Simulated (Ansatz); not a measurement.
# Cl3FSi: the cost of one run

Program: Ansatz 0.2.0, Gaussian basis. Level of theory: PBE0-D4/def2-TZVP structures, single points in def2-TZVPP, no counterpoise correction. These are calculated values, not measurements.

Levels: SPW92, PBE-D4, BLYP-D4, r2SCAN-D4, B97M-V, PBE0-D4, B3LYP-D4, r2SCAN0-D4, BHLYP-D4, CAM-B3LYP-D4, wB97X-V, wB97M-V, B2PLYP, PBE-QIDH, RPA on PBE, Hartree-Fock, MP2, CCSD, CCSD(T).

Correlated methods freeze the cores. Orbitals are unrestricted. B3LYP uses VWN-RPA correlation. B2PLYP carries no dispersion term here.

94 further runs of the same task are left out: 94 set aside as unsound or not needed. Runs told in other sessions of the task aren't counted.

### Step 1. Where the work starts

The complex: 9 atoms, charge 0, spin multiplicity 2.

Atoms are counted from 1 here; the program's logs count them from 0.

Bond lengths: F1–Si6 1.579 Å, Si2–F3 1.583 Å, Si2–F4 1.581 Å, Si2–F5 1.581 Å, Si6–Cl7 2.014 Å, Si6–Cl8 2.014 Å, Si6–Cl9 2.011 Å. Angles: F3–Si2–F4 107.8°, F3–Si2–F5 107.6°, F4–Si2–F5 108.2°, F1–Si6–Cl7 108.0°, F1–Si6–Cl8 108.0°, F1–Si6–Cl9 108.4°, Cl7–Si6–Cl8 110.6°, Cl7–Si6–Cl9 110.8°, Cl8–Si6–Cl9 110.9°.

Coordinates:

```xyz
9
charge 0, multiplicity 2
F     0.9132   -1.0867    0.3987
Si   -2.0434    0.1162    0.1700
F    -3.3062    1.0509   -0.0201
F    -2.2152   -0.6541    1.5395
F    -2.0546   -0.9481   -0.9990
Si    1.8897    0.0416   -0.1180
Cl    1.2808    0.5984   -1.9557
Cl    1.7823    1.5918    1.1635
Cl    3.7537   -0.7100   -0.1790
```

Its parts: SiCl₃F holds atoms 1, 6, 7, 8, 9; SiF₃ radical holds atoms 2, 3, 4, 5. Each part counts its atoms afresh in its own runs.

### Step 2. Relaxing SiCl₃F alone

File relax-a/in.yaml:

```yaml
crystal:
  periodic: [false, false, false]
  atoms:
    - {symbol: F, position_ang: [0.913150, -1.086725, 0.398734]}
    - {symbol: Si, position_ang: [1.889655, 0.041569, -0.117962]}
    - {symbol: Cl, position_ang: [1.280827, 0.598397, -1.955685]}
    - {symbol: Cl, position_ang: [1.782306, 1.591831, 1.163536]}
    - {symbol: Cl, position_ang: [3.753666, -0.709994, -0.178958]}
basis:
  gaussian: {orbitals: def2-TZVP}
hamiltonian: {xc: pbe0, dispersion: d4}
relax: {f_tol: 0.005, max_steps: 200}
```

The run is started by

```console
ansatz run in.yaml --threads 4 --pin off --events-out ev --progress --plain --max-ram 41984MiB --backend cuda --devices 0, --max-vram 37GiB
```

**Question.** How long does this run take on 1 × a share of an NVIDIA H100 with 4 threads of AMD EPYC 7R13, shared host, and how much memory does it need?

About 7 s, with a peak of 0.85 GiB on the host.
